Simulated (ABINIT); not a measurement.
Runs of ABINIT 10.8.3 (patched build) on AgRh. It takes space group P-6m2 (No. 187, hexagonal). The conventional cell has a = 2.778 Å, b = 2.778 Å, c = 4.809 Å, α = 90.00°, β = 90.00°, γ = 120.00°. Around Ag (site symmetry -6m2) lie 6 Ag at 2.78 Å and 6 Rh at 2.89 Å. Around Rh (site symmetry -6m2) lie 6 Rh at 2.78 Å and 6 Ag at 2.89 Å. The cell comes from a database or a generator and needn't be the stable form of this composition.

| task | level | potentials or basis | cell | cutoff (eV) | cell freedom (optcell) | cutoff smearing ecutsm (Ha) | optimiser (ionmov) | force stop (Ha/bohr) | fine-grid cutoff | gap on the mesh (eV) | pressure (GPa) | relaxed volume (Å³/atom) |
| --- | --- | --- | --- | --- | --- | --- | --- | --- | --- | --- | --- | --- |
| relaxation of cell and atoms | LDA | JTH PAW LDA v2.0 | relaxed | 463 | 2 | 0.5 | 2 | 5e-05 | 925.187 eV | none | 0.0 | 14.61 |
| band structure | PBEsol | PseudoDojo NC SR PBEsol v0.4.1 standard | as given | 1197 | - | - | - | - | - | none | (a) | - |
| single point | PBE | JTH PAW PBE v2.0 | as given | 463 | - | - | - | - | 925.187 eV | none | -2.3 | - |
| relaxation of cell and atoms | PBEsol | JTH PAW PBE v2.0 | relaxed | 463 | 2 | 0.5 | 2 | 5e-05 | 925.187 eV | none | 0.0 | 15.04 |

Alike in all rows: no spin polarisation; k mesh 11 × 11 × 6; smearing fermi-dirac 0.05 eV.

Problem. Fill in the values left out.

Solution. (a) -10.6.

Caveats: the PAW data sets were made with another functional, which shifts forces and pressure a little (some runs).

A k mesh can miss the band edges, and the runs leave out spin-orbit coupling on Ag, Rh.

A gap of «none» marks a metal or a gap under the smearing width.

Not every run made on this cell is shown here.
